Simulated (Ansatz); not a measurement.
# Si3N4: the cost of one run

Program: Ansatz 0.2.0. Level of theory: DFT, PBE, plane-wave PAW, default files, scalar-relativistic. These are calculated values, not measurements.

A COD entry behind a cell of this session may itself be a prediction, so a difference from it is no test against experiment.

1 further run of the same task is left out (it didn't finish).

**1. The structure to begin with**

The structure is cubic, space group Fd-3m (No. 227). The conventional cell has a = 7.676 Å, b = 7.676 Å, c = 7.676 Å, α = 90.00°, β = 90.00°, γ = 90.00°. Around Si (site symmetry -3m) lie 6 N at 1.86 Å. Si (site symmetry -43m) is surrounded by 4 N at 1.76 Å. N (site symmetry 3m) is surrounded by 4 Si at 1.76 to 1.86 Å.

As a file:

```
Si N
1.0
     0.00000    3.83825    3.83825
     3.83825    0.00000    3.83825
     3.83825    3.83825    0.00000
Si N
6 8
Direct
  0.12500 0.12500 0.12500
  0.62500 0.12500 0.12500
  0.12500 0.12500 0.62500
  0.12500 0.62500 0.12500
  0.50000 0.50000 0.50000
  0.75000 0.75000 0.75000
  0.88240 0.88240 0.88240
  0.89720 0.36760 0.36760
  0.88240 0.88240 0.35280
  0.36760 0.89720 0.36760
  0.35280 0.88240 0.88240
  0.36760 0.36760 0.36760
  0.88240 0.35280 0.88240
  0.36760 0.36760 0.89720
```

**2. Relaxing the atoms in the given cell**

input.yaml reads:

```yaml
crystal:
  lattice:
    - [0.0, 3.83825, 3.83825]
    - [3.83825, 0.0, 3.83825]
    - [3.83825, 3.83825, 0.0]
  atoms:
    - { symbol: Si, position: [0.125, 0.125, 0.125] }
    - { symbol: Si, position: [0.625, 0.125, 0.125] }
    - { symbol: Si, position: [0.125, 0.125, 0.625] }
    - { symbol: Si, position: [0.125, 0.625, 0.125] }
    - { symbol: Si, position: [0.5, 0.5, 0.5] }
    - { symbol: Si, position: [0.75, 0.75, 0.75] }
    - { symbol: "N", position: [0.8824, 0.8824, 0.8824] }
    - { symbol: "N", position: [0.8972, 0.3676, 0.3676] }
    - { symbol: "N", position: [0.8824, 0.8824, 0.3528] }
    - { symbol: "N", position: [0.3676, 0.8972, 0.3676] }
    - { symbol: "N", position: [0.3528, 0.8824, 0.8824] }
    - { symbol: "N", position: [0.3676, 0.3676, 0.3676] }
    - { symbol: "N", position: [0.8824, 0.3528, 0.8824] }
    - { symbol: "N", position: [0.3676, 0.3676, 0.8972] }
kpoints:
  mp_grid: { grid: [6, 6, 6] }
scf:
  occupations: { method: fermi_dirac, width: 0.02 }
hamiltonian:
  xc: pbe
  pseudopotentials: { kind: paw }
output:
  forces: true
  stress: true
  populations: true
  efg:
    quadrupole_moments_barn: { "N": 0.02044 }
    contact_densities: true
  write_density: true
  write_potential: true
  elf: true
  volumetric_format: npy
relax:
  f_tol: 0.02
  max_steps: 60
```

Started as:

```console
ansatz run input.yaml --threads 1 --pin off --max-ram 2560MiB --backend cpu --events-out ev --progress --plain --runs-dir out
```

Q: Estimate wall time and peak memory on 1 thread of Intel Xeon 6975P-C (Granite Rapids), shared host.

About 8.1 s, with a peak of 0.47 GiB.
